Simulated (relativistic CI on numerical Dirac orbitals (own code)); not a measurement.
# Al: one ion under different settings

How much do the settings matter for Al? One ion, several inputs.

Method: Dirac-Coulomb-Breit CI, KLI orbitals optimised for each configuration, model QED (radiative potential, 1s self-energy scaled to tabulated hydrogen-like ionisation energies), numerical settings as typed. Code: relativistic CI on numerical Dirac orbitals (own code) version 3.

### Step 1. The atom as given

```
ion            : Al (Al I)
nuclear charge : 13
electrons      : 13
isotope        : A = 27
```

### Step 2. The usual input

Settings of the run:

```ini
atom Al  Z=13  charge=0  electrons=13
nucleus A=27  rms_radius_fm=3.0610
hamiltonian dirac-coulomb  breit=on  qed=on  c_scale=1
orbitals kli  potential=per-configuration
slater_scale 1
correlation none
mixing on
grid step=0.0125 r_max=149
scf mixing=0.4 start=green max_iterations=150 tolerance=2e-08 node_fill=0.05
configurations
  [Ne] 3s2 3p
  [Ne] 3s2 3d
  [Ne] 3s2 4s
end
```

Launch:

```bash
> python run_levels.py task.json out
```

One command runs all members of the session, one after another, from task.json.

### Step 3. Breit term off, grid step 0.02

Settings of the run:

```ini
atom Al  Z=13  charge=0  electrons=13
nucleus A=27  rms_radius_fm=3.0610
hamiltonian dirac-coulomb  breit=off  qed=on  c_scale=1
orbitals kli  potential=per-configuration
slater_scale 1
correlation none
mixing on
grid step=0.02 r_max=149
scf mixing=0.4 start=green max_iterations=150 tolerance=2e-08 node_fill=0.05
configurations
  [Ne] 3s2 3p
  [Ne] 3s2 3d
  [Ne] 3s2 4s
end
```

### Step 4. Speed-of-light factor 2, end of the grid 223.5

Settings of the run:

```ini
atom Al  Z=13  charge=0  electrons=13
nucleus A=27  rms_radius_fm=3.0610
hamiltonian dirac-coulomb  breit=on  qed=on  c_scale=2
orbitals kli  potential=per-configuration
slater_scale 1
correlation none
mixing on
grid step=0.0125 r_max=223.5
scf mixing=0.4 start=green max_iterations=150 tolerance=2e-08 node_fill=0.05
configurations
  [Ne] 3s2 3p
  [Ne] 3s2 3d
  [Ne] 3s2 4s
end
```

### Step 5. Nuclear radius 2.7549, speed-of-light factor 0.8

Settings of the run:

```ini
atom Al  Z=13  charge=0  electrons=13
nucleus A=27  rms_radius_fm=2.7549
hamiltonian dirac-coulomb  breit=on  qed=on  c_scale=0.8
orbitals kli  potential=per-configuration
slater_scale 1
correlation none
mixing on
grid step=0.0125 r_max=149
scf mixing=0.4 start=green max_iterations=150 tolerance=2e-08 node_fill=0.05
configurations
  [Ne] 3s2 3p
  [Ne] 3s2 3d
  [Ne] 3s2 4s
end
```

### Step 6. Grid step 0.008

Settings of the run:

```ini
atom Al  Z=13  charge=0  electrons=13
nucleus A=27  rms_radius_fm=3.0610
hamiltonian dirac-coulomb  breit=on  qed=on  c_scale=1
orbitals kli  potential=per-configuration
slater_scale 1
correlation none
mixing on
grid step=0.008 r_max=149
scf mixing=0.4 start=green max_iterations=150 tolerance=2e-08 node_fill=0.05
configurations
  [Ne] 3s2 3p
  [Ne] 3s2 3d
  [Ne] 3s2 4s
end
```

### Step 7. Tolerance 0.01

Settings: those of step 6 with these lines changed.

```diff
@@ -7,4 +7,4 @@
 mixing on
-grid step=0.008 r_max=149
-scf mixing=0.4 start=green max_iterations=150 tolerance=2e-08 node_fill=0.05
+grid step=0.0125 r_max=149
+scf mixing=0.4 start=green max_iterations=94 tolerance=0.01 node_fill=0.05
 configurations
```

(Steps that only read results are left out.)

Q: Predict the outcome of this session. Wanted: lowest level, usual settings; total energy; first excitation.

As calculated:

| setting | total energy less usual (Ha) | largest shift of a level among the lowest eight of both runs, same label and place (cm⁻¹) | SCF iterations | time | lowest level | kind of change |
| --- | --- | --- | --- | --- | --- | --- |
| usual | 0 | 0 | 33 | 0.16 s | 3p 2P°1/2 | - |
| Breit term off, grid step 0.02 | -0.0422 | 8.29 | 33 | 0.094 s | 3p 2P°1/2 | model term |
| speed-of-light factor 2, end of the grid 223.5 | 0.308 | 83.0 | 33 | 0.14 s | 3p 2P°1/2 | unphysical constant |
| nuclear radius 2.7549, speed-of-light factor 0.8 | -0.232 | 62.3 | 33 | 0.14 s | 3p 2P°1/2 | unphysical constant |
| grid step 0.008 | -1.56e-05 | 0.0143 | 33 | 0.2 s | 3p 2P°1/2 | numerical |
| tolerance 0.01 | 0.000141 | 32.9 | 12 | 0.1 s | 3p 2P°1/2 | unsound |

| quantity | value |
| --- | --- |
| lowest level, usual settings | 3p 2P°1/2 |
| total energy | -242.2570 Ha |
| first excitation | 110.7 cm⁻¹ |

Among the runs whose levels can be followed, they move most under «speed-of-light factor 2, end of the grid 223.5» (unphysical constant), by up to 83.0 cm⁻¹. Only the listed configurations are in the model. Near neutrality, missing correlation can shift configurations against each other by thousands of cm⁻¹.
